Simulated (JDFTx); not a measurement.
**ClBr (bromine chloride) in JDFTx: the effect of solvent**

The system is ClBr (bromine chloride), in a box.

```xyz
2
Lattice="9.0000 0.0000 0.0000 0.0000 9.0000 0.0000 0.0000 0.0000 12.0000" Properties=species:S:1:pos:R:3 pbc="T T T"
Cl    4.5130    4.5210    4.9660
Br    4.5130    4.5210    7.1020
```

Alike in all runs:

```yaml
Program: JDFTx 1.7.0 (patched build)
Task: solvation
Functional: PBEsol
Potentials_or_basis: PseudoDojo-SR-PBEsol-0.4.1-standard with smoothed tails
Cutoff: 789 eV
Density_cutoff: 3157 eV
k_mesh: 1 × 1 × 1
Occupations: fixed
Spin: no spin polarisation
```

```csv
solvent,largest force (eV/Å)
EthyleneGlycol,0.14
CCl4,?
methanol,0.16
THF,0.17
CHCl3,0.08
CH2Cl2,0.13
```

Question: What does the run with solvent CCl4 give?

Answer: Largest force 0.07 eV/Å.

Caveats: forces may be off by hundredths of an eV/Å; forces in the liquid are good to some per cent; the liquid is a continuum model, checked here against plausible ranges alone; solvation energies in this solvent often miss measured ones by over 0.05 eV (some runs).

Runs at the PBE level aren't shown here.
